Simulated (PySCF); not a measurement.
# C3H8AlN: NMR shifts at several levels of theory

How much do the NMR shifts of C3H8AlN (`C=[CH][AlH][NH]C`) depend on the level of theory, and what does each level cost?

Programs: PySCF 2.14.0, with density-fitted response routines of our own. Each step states its level of theory. These are calculated values for one molecule in the gas phase, unless marked as measured. Atoms count from 0, in the outputs and in this text.

## 1. The molecule as given

13 atoms, charge 0, multiplicity 1; geometry from: PBE0-D3(BJ)/def2-SVP.

Bonds of the start (Å): C0–C1 1.34, C1–Al2 1.95, Al2–N3 1.78, N3–C4 1.44, C0–H5 1.10, C0–H6 1.10, C1–H7 1.10, Al2–H8 1.59, N3–H9 1.02, C4–H10 1.11, C4–H11 1.10, C4–H12 1.11.

## 2. Shielding tensors: PBE0/pcSseg-2

The job: settings as JSON, then the geometry in Å.

```
{"job": {"kind": "nmr", "xc": "PBE0", "basis": "pcSseg-2", "pop": false}, "charge": 0, "multiplicity": 1}
C      2.768205     0.256297     0.495164
C      1.431243     0.193431     0.607973
Al     0.334558    -0.143235    -0.962930
N     -1.437890    -0.238914    -0.844437
C     -2.285194    -0.091209     0.314200
H      3.277375     0.122553    -0.468593
H      3.431558     0.443908     1.349793
H      1.021244     0.341634     1.617263
H      0.995503    -0.341213    -2.393644
H     -1.975893    -0.418806    -1.687451
H     -2.990176     0.756893     0.226507
H     -1.675822     0.096102     1.212512
H     -2.888881    -0.994322     0.523297
```

Level: GIAO PBE0/pcSseg-2 NMR shielding, non-relativistic, gas phase.

On the command line:

```sh
$ OMP_NUM_THREADS=1 python probes_run.py task.json out
```

The driver reads the jobs from task.json and runs them one after another.

Log:

```text
coarse grid: 10904 points
cycle   1  E = -415.9858404039  dE =  1.664e-01  |g| = 5.294e-01  |ddm| = 2.444e+00
cycle   2  E = -415.9131819355  dE =  7.266e-02  |g| = 7.648e-01  |ddm| = 8.370e-01
cycle   3  E = -416.0516450085  dE = -1.385e-01  |g| = 1.063e-01  |ddm| = 5.076e-01
cycle   4  E = -416.0540509318  dE = -2.406e-03  |g| = 3.509e-02  |ddm| = 8.324e-02
cycle   5  E = -416.0543634157  dE = -3.125e-04  |g| = 5.739e-03  |ddm| = 2.698e-02
cycle   6  E = -416.0543698324  dE = -6.417e-06  |g| = 2.681e-03  |ddm| = 5.685e-03
final grid: 99488 points
cycle   7  E = -416.0612660113  dE = -6.181e-05  |g| = 9.321e-03  |ddm| = 2.841e-02
cycle   8  E = -416.0612405198  dE =  2.549e-05  |g| = 1.383e-02  |ddm| = 1.300e-02
cycle   9  E = -416.0612869827  dE = -4.646e-05  |g| = 1.586e-03  |ddm| = 8.065e-03
cycle  10  E = -416.0612876037  dE = -6.209e-07  |g| = 2.645e-04  |ddm| = 1.168e-03
cycle  11  E = -416.0612876181  dE = -1.448e-08  |g| = 1.196e-04  |ddm| = 2.332e-04
cycle  12  E = -416.0612876210  dE = -2.832e-09  |g| = 3.718e-05  |ddm| = 8.033e-05
cycle  13  E = -416.0612876213  dE = -3.236e-10  |g| = 3.908e-06  |ddm| = 2.677e-05
converged SCF energy = -416.0612876213

GIAO shielding tensors (ppm)
atom      isotropic    diamagn.    paramagn.     s11        s22        s33       span
  0 C       27.203     250.466    -223.263   -112.801     31.406    163.005    275.806
  1 C       32.551     255.224    -222.674    -96.112      6.467    187.297    283.409
  2 Al     364.810     796.246    -431.436    345.957    370.692    377.781     31.825
  3 N      194.856     318.567    -123.711    129.853    222.596    232.119    102.267
  4 C      149.832     236.150     -86.317    124.362    142.039    183.095     58.733
  5 H       24.714      30.325      -5.611     20.806     24.574     28.760      7.954
  6 H       24.273      28.521      -4.248     20.809     24.081     27.931      7.122
  7 H       24.334      32.396      -8.063     20.455     24.574     27.972      7.518
  8 H       26.965      29.905      -2.940     23.707     25.456     31.731      8.024
  9 H       29.584      31.501      -1.917     23.051     29.007     36.695     13.644
 10 H       28.332      27.651       0.680     23.539     26.329     35.126     11.587
 11 H       28.190      30.675      -2.485     24.074     27.819     32.677      8.603
 12 H       28.336      27.639       0.697     23.553     26.332     35.123     11.570
```

Run time: 41 s. Hardware: 1 thread of Arm Neoverse V1, shared host; peak memory 1.2 GiB.

The references, computed at this level on geometries of the same kind, shield at (ppm): 1H TMS 31.25, 13C TMS 184.1, 15N NH3 261.7, 27Al AlH4- 485.2. Their shielding less the atom's gives the shift. The references are single molecules in the gas phase, so shifts against H2O, NH3, PH3, H3PO4 or CFCl3 are not on the usual liquid scales and can be off by tens of ppm. Shifts against hydride references such as AlH4− lie on their own scale. Atoms listed in one row are averaged.

| atoms | environment | σ (ppm) | δ (ppm) |
| --- | --- | --- | --- |
| C0 | terminal =CH2 carbon | 27.2 | 156.9 |
| C1 | alkene CH | 32.6 | 151.6 |
| C4 | methyl carbon bonded to N | 149.8 | 34.3 |
| H6 | hydrogen on a terminal =CH2 carbon | 24.27 | 6.97 |
| H7 | hydrogen on an alkene CH | 24.33 | 6.91 |
| H5 | hydrogen on a terminal =CH2 carbon | 24.71 | 6.53 |
| H8 | hydrogen on an aluminium bonded to C, N | 26.96 | 4.28 |
| H10, H11, H12 | hydrogen on a methyl carbon bonded to N | 28.29 | 2.96 |
| H9 | hydrogen on a nitrogen bonded to C, Al | 29.58 | 1.66 |
| Al2 | aluminium bonded to C, N, H | 364.8 | 120.4 |
| N3 | nitrogen bonded to C, Al, H | 194.9 | 66.8 |

## 3. Shielding tensors: mPW1PW91/pcSseg-2

The job, as its differences from that of step 2:

```diff
@@ -1,2 +1,2 @@
-{"job": {"kind": "nmr", "xc": "PBE0", "basis": "pcSseg-2", "pop": false}, "charge": 0, "multiplicity": 1}
+{"job": {"kind": "nmr", "xc": "mPW1PW91", "basis": "pcSseg-2", "pop": false}, "charge": 0, "multiplicity": 1}
 C      2.768205     0.256297     0.495164
```

With the program's defaults for keys left out, this is: GIAO mPW1PW91/pcSseg-2 NMR shielding, non-relativistic, gas phase.

Log:

```text
coarse grid: 10904 points
cycle   1  E = -416.2770005099  dE =  1.663e-01  |g| = 5.368e-01  |ddm| = 2.438e+00
cycle   2  E = -416.2028525540  dE =  7.415e-02  |g| = 7.745e-01  |ddm| = 8.484e-01
cycle   3  E = -416.3445558152  dE = -1.417e-01  |g| = 1.072e-01  |ddm| = 5.147e-01
cycle   4  E = -416.3470162834  dE = -2.460e-03  |g| = 3.521e-02  |ddm| = 8.422e-02
cycle   5  E = -416.3473310151  dE = -3.147e-04  |g| = 5.713e-03  |ddm| = 2.709e-02
cycle   6  E = -416.3473373845  dE = -6.369e-06  |g| = 2.708e-03  |ddm| = 5.800e-03
final grid: 99488 points
cycle   7  E = -416.3538059931  dE = -5.824e-05  |g| = 7.807e-03  |ddm| = 2.704e-02
cycle   8  E = -416.3537854315  dE =  2.056e-05  |g| = 1.197e-02  |ddm| = 1.101e-02
cycle   9  E = -416.3538208257  dE = -3.539e-05  |g| = 1.298e-03  |ddm| = 7.010e-03
cycle  10  E = -416.3538212443  dE = -4.186e-07  |g| = 2.546e-04  |ddm| = 1.003e-03
cycle  11  E = -416.3538212582  dE = -1.396e-08  |g| = 1.110e-04  |ddm| = 2.246e-04
cycle  12  E = -416.3538212606  dE = -2.400e-09  |g| = 3.174e-05  |ddm| = 7.082e-05
cycle  13  E = -416.3538212609  dE = -2.315e-10  |g| = 3.434e-06  |ddm| = 2.308e-05
converged SCF energy = -416.3538212609

GIAO shielding tensors (ppm)
atom      isotropic    diamagn.    paramagn.     s11        s22        s33       span
  0 C       26.685     250.655    -223.970   -113.776     31.543    162.287    276.063
  1 C       32.070     255.131    -223.061    -96.852      6.440    186.621    283.473
  2 Al     365.766     796.409    -430.643    346.740    371.577    378.981     32.241
  3 N      194.725     318.640    -123.915    130.307    222.027    231.842    101.534
  4 C      149.119     236.564     -87.445    123.802    141.385    182.169     58.367
  5 H       24.787      30.307      -5.520     20.885     24.635     28.842      7.956
  6 H       24.352      28.507      -4.154     20.887     24.160     28.011      7.124
  7 H       24.422      32.423      -8.001     20.551     24.658     28.058      7.507
  8 H       27.047      29.976      -2.929     23.790     25.545     31.808      8.018
  9 H       29.663      31.589      -1.926     23.131     29.075     36.782     13.651
 10 H       28.398      27.645       0.753     23.633     26.395     35.165     11.532
 11 H       28.260      30.761      -2.501     24.144     27.888     32.747      8.603
 12 H       28.402      27.632       0.770     23.647     26.398     35.162     11.515
```

Wall time 42 s (1 thread of Arm Neoverse V1, shared host); peak memory 1.2 GiB.

Key values: δ C0 156.8, C1 151.5, C4 34.4, Al2 118.6, H6 6.94, H7 6.87 ppm.

## 4. Nuclear shieldings: WP04/pcSseg-2

The job, as its differences from that of step 3:

```diff
@@ -1,2 +1,2 @@
-{"job": {"kind": "nmr", "xc": "mPW1PW91", "basis": "pcSseg-2", "pop": false}, "charge": 0, "multiplicity": 1}
+{"job": {"kind": "nmr", "xc": "WP04", "basis": "pcSseg-2", "pop": false}, "charge": 0, "multiplicity": 1}
 C      2.768205     0.256297     0.495164
```

Level: GIAO WP04/pcSseg-2 NMR shielding, non-relativistic, gas phase.

Log:

```text
coarse grid: 10904 points
cycle   1  E = -423.4868059371  dE =  1.557e-01  |g| = 8.757e-01  |ddm| = 2.414e+00
cycle   2  E = -423.1001622055  dE =  3.866e-01  |g| = 1.478e+00  |ddm| = 1.462e+00
cycle   3  E = -423.6509392634  dE = -5.508e-01  |g| = 2.622e-01  |ddm| = 1.019e+00
cycle   4  E = -423.6662974100  dE = -1.536e-02  |g| = 7.696e-02  |ddm| = 2.015e-01
cycle   5  E = -423.6677609063  dE = -1.463e-03  |g| = 1.999e-02  |ddm| = 6.489e-02
cycle   6  E = -423.6678100398  dE = -4.913e-05  |g| = 1.293e-02  |ddm| = 1.994e-02
cycle   7  E = -423.6678541561  dE = -4.412e-05  |g| = 2.268e-03  |ddm| = 8.847e-03
cycle   8  E = -423.6678553457  dE = -1.190e-06  |g| = 4.691e-04  |ddm| = 1.679e-03
final grid: 99488 points
cycle   9  E = -423.6819915896  dE = -1.151e-04  |g| = 8.279e-03  |ddm| = 3.836e-02
cycle  10  E = -423.6819767586  dE =  1.483e-05  |g| = 1.129e-02  |ddm| = 1.233e-02
cycle  11  E = -423.6820078407  dE = -3.108e-05  |g| = 1.609e-03  |ddm| = 7.360e-03
cycle  12  E = -423.6820083117  dE = -4.710e-07  |g| = 5.734e-04  |ddm| = 1.131e-03
cycle  13  E = -423.6820083830  dE = -7.134e-08  |g| = 1.202e-04  |ddm| = 3.941e-04
cycle  14  E = -423.6820083860  dE = -2.963e-09  |g| = 1.487e-05  |ddm| = 1.116e-04
cycle  15  E = -423.6820083860  dE = -4.388e-11  |g| = 3.923e-06  |ddm| = 1.254e-05
converged SCF energy = -423.6820083860

GIAO shielding tensors (ppm)
atom      isotropic    diamagn.    paramagn.     s11        s22        s33       span
  0 C       19.287     251.374    -232.087   -121.528     29.612    149.778    271.306
  1 C       23.243     255.527    -232.284   -106.455      1.792    174.392    280.847
  2 Al     383.698     797.972    -414.275    361.825    391.576    397.692     35.867
  3 N      191.356     318.815    -127.459    142.786    207.066    224.216     81.430
  4 C      136.352     236.824    -100.472    111.763    128.255    169.038     57.275
  5 H       25.514      30.670      -5.156     21.814     25.285     29.444      7.631
  6 H       25.137      28.732      -3.595     21.777     24.879     28.753      6.976
  7 H       25.267      32.869      -7.601     21.454     25.499     28.849      7.394
  8 H       28.219      31.143      -2.923     24.992     26.802     32.865      7.873
  9 H       30.364      31.785      -1.421     23.855     29.738     37.498     13.643
 10 H       28.875      28.148       0.727     24.448     26.897     35.281     10.833
 11 H       28.850      31.457      -2.608     24.902     28.396     33.251      8.349
 12 H       28.880      28.131       0.748     24.459     26.901     35.278     10.819
```

Run time: 43 s. Hardware: 1 thread of Arm Neoverse V1, shared host; peak memory 1.2 GiB.

Key values: δ C0 152.8, C1 148.9, C4 35.7, Al2 95.1, H6 6.47, H7 6.34 ppm.

## 5. Shielding tensors: B97-2/pcSseg-2

The job, as its differences from that of step 4:

```diff
@@ -1,2 +1,2 @@
-{"job": {"kind": "nmr", "xc": "WP04", "basis": "pcSseg-2", "pop": false}, "charge": 0, "multiplicity": 1}
+{"job": {"kind": "nmr", "xc": "B97-2", "basis": "pcSseg-2", "pop": false}, "charge": 0, "multiplicity": 1}
 C      2.768205     0.256297     0.495164
```

With the program's defaults for keys left out, this is: GIAO B97-2/pcSseg-2 NMR shielding, non-relativistic, gas phase.

Log:

```text
coarse grid: 10904 points
cycle   1  E = -416.2558957478  dE =  1.514e-01  |g| = 5.487e-01  |ddm| = 2.452e+00
cycle   2  E = -416.1635329887  dE =  9.236e-02  |g| = 8.248e-01  |ddm| = 8.953e-01
cycle   3  E = -416.3271319283  dE = -1.636e-01  |g| = 1.173e-01  |ddm| = 5.574e-01
cycle   4  E = -416.3301965350  dE = -3.065e-03  |g| = 3.719e-02  |ddm| = 9.368e-02
cycle   5  E = -416.3305501276  dE = -3.536e-04  |g| = 6.451e-03  |ddm| = 2.883e-02
cycle   6  E = -416.3305575263  dE = -7.399e-06  |g| = 3.605e-03  |ddm| = 6.724e-03
cycle   7  E = -416.3305609369  dE = -3.411e-06  |g| = 5.886e-04  |ddm| = 2.574e-03
final grid: 99488 points
cycle   8  E = -416.3346293917  dE = -8.150e-05  |g| = 4.806e-03  |ddm| = 3.826e-02
cycle   9  E = -416.3346289960  dE =  3.957e-07  |g| = 3.872e-03  |ddm| = 4.600e-03
cycle  10  E = -416.3346315206  dE = -2.525e-06  |g| = 1.366e-03  |ddm| = 2.944e-03
cycle  11  E = -416.3346319354  dE = -4.148e-07  |g| = 3.016e-04  |ddm| = 9.063e-04
cycle  12  E = -416.3346319561  dE = -2.072e-08  |g| = 1.074e-04  |ddm| = 2.246e-04
cycle  13  E = -416.3346319588  dE = -2.657e-09  |g| = 2.672e-05  |ddm| = 7.882e-05
cycle  14  E = -416.3346319589  dE = -1.697e-10  |g| = 5.006e-06  |ddm| = 1.837e-05
converged SCF energy = -416.3346319589

GIAO shielding tensors (ppm)
atom      isotropic    diamagn.    paramagn.     s11        s22        s33       span
  0 C       30.422     250.866    -220.444   -106.344     36.004    161.605    267.949
  1 C       36.029     255.430    -219.401    -89.521     11.431    186.178    275.698
  2 Al     378.317     796.557    -418.241    357.875    384.527    392.548     34.673
  3 N      195.688     319.124    -123.436    134.419    221.162    231.483     97.065
  4 C      148.830     236.929     -88.099    123.659    141.039    181.793     58.134
  5 H       24.901      30.392      -5.492     21.082     24.735     28.886      7.804
  6 H       24.461      28.502      -4.041     21.024     24.252     28.106      7.083
  7 H       24.569      32.595      -8.026     20.824     24.808     28.077      7.253
  8 H       27.230      30.213      -2.983     23.981     25.733     31.976      7.995
  9 H       29.766      31.668      -1.902     23.273     29.168     36.858     13.586
 10 H       28.444      27.623       0.821     23.710     26.444     35.179     11.468
 11 H       28.329      31.038      -2.710     24.253     27.945     32.788      8.535
 12 H       28.449      27.607       0.842     23.724     26.448     35.175     11.451
```

Wall time 42 s (1 thread of Arm Neoverse V1, shared host); peak memory 1.2 GiB.

Key values: δ C0 153.0, C1 147.4, C4 34.6, Al2 114.1, H6 6.90, H7 6.79 ppm.

## 6. Shielding tensors: BHandHLYP/pcSseg-2

The job, as its differences from that of step 5:

```diff
@@ -1,2 +1,2 @@
-{"job": {"kind": "nmr", "xc": "B97-2", "basis": "pcSseg-2", "pop": false}, "charge": 0, "multiplicity": 1}
+{"job": {"kind": "nmr", "xc": "BHandHLYP", "basis": "pcSseg-2", "pop": false}, "charge": 0, "multiplicity": 1}
 C      2.768205     0.256297     0.495164
```

Method: GIAO BHandHLYP/pcSseg-2 NMR shielding, non-relativistic, gas phase.

Log:

```text
coarse grid: 10904 points
cycle   1  E = -416.2258010249  dE =  2.247e-01  |g| = 4.439e-01  |ddm| = 2.403e+00
cycle   2  E = -416.2296507040  dE = -3.850e-03  |g| = 4.525e-01  |ddm| = 6.049e-01
cycle   3  E = -416.2748495589  dE = -4.520e-02  |g| = 6.067e-02  |ddm| = 2.822e-01
cycle   4  E = -416.2755714719  dE = -7.219e-04  |g| = 2.664e-02  |ddm| = 5.414e-02
cycle   5  E = -416.2757536987  dE = -1.822e-04  |g| = 3.441e-03  |ddm| = 2.155e-02
cycle   6  E = -416.2757569523  dE = -3.254e-06  |g| = 4.984e-04  |ddm| = 3.441e-03
final grid: 99488 points
cycle   7  E = -416.2840119244  dE = -2.821e-05  |g| = 2.902e-03  |ddm| = 1.973e-02
cycle   8  E = -416.2840122364  dE = -3.120e-07  |g| = 2.656e-03  |ddm| = 3.577e-03
cycle   9  E = -416.2840139014  dE = -1.665e-06  |g| = 3.144e-04  |ddm| = 1.674e-03
cycle  10  E = -416.2840139158  dE = -1.440e-08  |g| = 1.770e-04  |ddm| = 2.752e-04
cycle  11  E = -416.2840139229  dE = -7.054e-09  |g| = 1.448e-05  |ddm| = 1.156e-04
cycle  12  E = -416.2840139229  dE = -7.105e-11  |g| = 3.462e-06  |ddm| = 2.233e-05
converged SCF energy = -416.2840139229

GIAO shielding tensors (ppm)
atom      isotropic    diamagn.    paramagn.     s11        s22        s33       span
  0 C       27.456     248.932    -221.476   -120.103     38.905    163.566    283.669
  1 C       32.077     254.845    -222.768   -102.997     10.976    188.253    291.250
  2 Al     373.922     795.061    -421.138    351.998    380.826    388.943     36.945
  3 N      202.293     318.711    -116.418    145.385    224.500    236.992     91.608
  4 C      151.101     232.504     -81.404    127.184    143.318    182.801     55.617
  5 H       25.059      30.520      -5.460     21.131     24.748     29.299      8.168
  6 H       24.624      28.810      -4.187     21.072     24.216     28.584      7.513
  7 H       24.722      32.589      -7.867     20.932     24.803     28.430      7.498
  8 H       27.362      30.019      -2.657     24.027     25.906     32.152      8.125
  9 H       30.101      31.871      -1.770     23.252     29.378     37.672     14.420
 10 H       28.607      27.913       0.694     23.817     26.625     35.378     11.561
 11 H       28.502      30.318      -1.815     24.301     28.145     33.061      8.760
 12 H       28.610      27.905       0.706     23.830     26.627     35.374     11.544
```

Run time: 41 s. Hardware: 1 thread of Arm Neoverse V1, shared host; peak memory 1.2 GiB.

In short: δ C0 156.8, C1 152.2, C4 33.2, Al2 114.2, H6 6.83, H7 6.73 ppm.

## 7. Nuclear shieldings: CAM-B3LYP/pcSseg-2

The job, as its differences from that of step 6:

```diff
@@ -1,2 +1,2 @@
-{"job": {"kind": "nmr", "xc": "BHandHLYP", "basis": "pcSseg-2", "pop": false}, "charge": 0, "multiplicity": 1}
+{"job": {"kind": "nmr", "xc": "CAM-B3LYP", "basis": "pcSseg-2", "pop": false}, "charge": 0, "multiplicity": 1}
 C      2.768205     0.256297     0.495164
```

Level: GIAO CAM-B3LYP/pcSseg-2 NMR shielding, non-relativistic, gas phase.

Log:

```text
coarse grid: 10904 points
cycle   1  E = -416.2373219423  dE =  2.166e-01  |g| = 4.877e-01  |ddm| = 2.397e+00
cycle   2  E = -416.2256741266  dE =  1.165e-02  |g| = 5.658e-01  |ddm| = 6.507e-01
cycle   3  E = -416.2942593436  dE = -6.859e-02  |g| = 6.208e-02  |ddm| = 3.255e-01
cycle   4  E = -416.2950147684  dE = -7.554e-04  |g| = 2.888e-02  |ddm| = 5.740e-02
cycle   5  E = -416.2952251506  dE = -2.104e-04  |g| = 3.922e-03  |ddm| = 2.433e-02
cycle   6  E = -416.2952294309  dE = -4.280e-06  |g| = 1.021e-03  |ddm| = 5.016e-03
final grid: 99488 points
cycle   7  E = -416.3070701331  dE = -4.721e-05  |g| = 3.845e-03  |ddm| = 2.116e-02
cycle   8  E = -416.3070702954  dE = -1.623e-07  |g| = 3.716e-03  |ddm| = 4.987e-03
cycle   9  E = -416.3070735584  dE = -3.263e-06  |g| = 4.816e-04  |ddm| = 2.430e-03
cycle  10  E = -416.3070735939  dE = -3.551e-08  |g| = 2.489e-04  |ddm| = 4.295e-04
cycle  11  E = -416.3070736083  dE = -1.442e-08  |g| = 2.461e-05  |ddm| = 1.545e-04
cycle  12  E = -416.3070736085  dE = -1.569e-10  |g| = 5.350e-06  |ddm| = 3.308e-05
converged SCF energy = -416.3070736085

GIAO shielding tensors (ppm)
atom      isotropic    diamagn.    paramagn.     s11        s22        s33       span
  0 C       23.936     248.550    -224.614   -121.265     30.828    162.243    283.508
  1 C       27.570     254.493    -226.923   -106.069      2.194    186.584    292.653
  2 Al     354.098     795.341    -441.243    336.229    359.434    366.630     30.400
  3 N      196.509     316.913    -120.405    134.358    221.575    233.593     99.235
  4 C      149.204     231.879     -82.675    124.162    140.980    182.469     58.307
  5 H       24.880      30.424      -5.544     20.973     24.731     28.937      7.965
  6 H       24.443      28.895      -4.452     20.975     24.200     28.154      7.180
  7 H       24.495      32.290      -7.795     20.577     24.727     28.180      7.603
  8 H       27.127      29.835      -2.708     23.854     25.670     31.858      8.004
  9 H       29.763      31.734      -1.971     23.224     29.218     36.846     13.622
 10 H       28.417      28.035       0.382     23.640     26.476     35.135     11.495
 11 H       28.269      29.821      -1.552     24.182     27.910     32.716      8.533
 12 H       28.421      28.032       0.389     23.654     26.479     35.131     11.478
```

Run time: 56 s. Hardware: 1 thread of Arm Neoverse V1, shared host; peak memory 1.4 GiB.

Key values: δ C0 158.6, C1 155.0, C4 33.3, Al2 124.2, H6 6.89, H7 6.84 ppm.

(Part 1 of 2 ends here.)
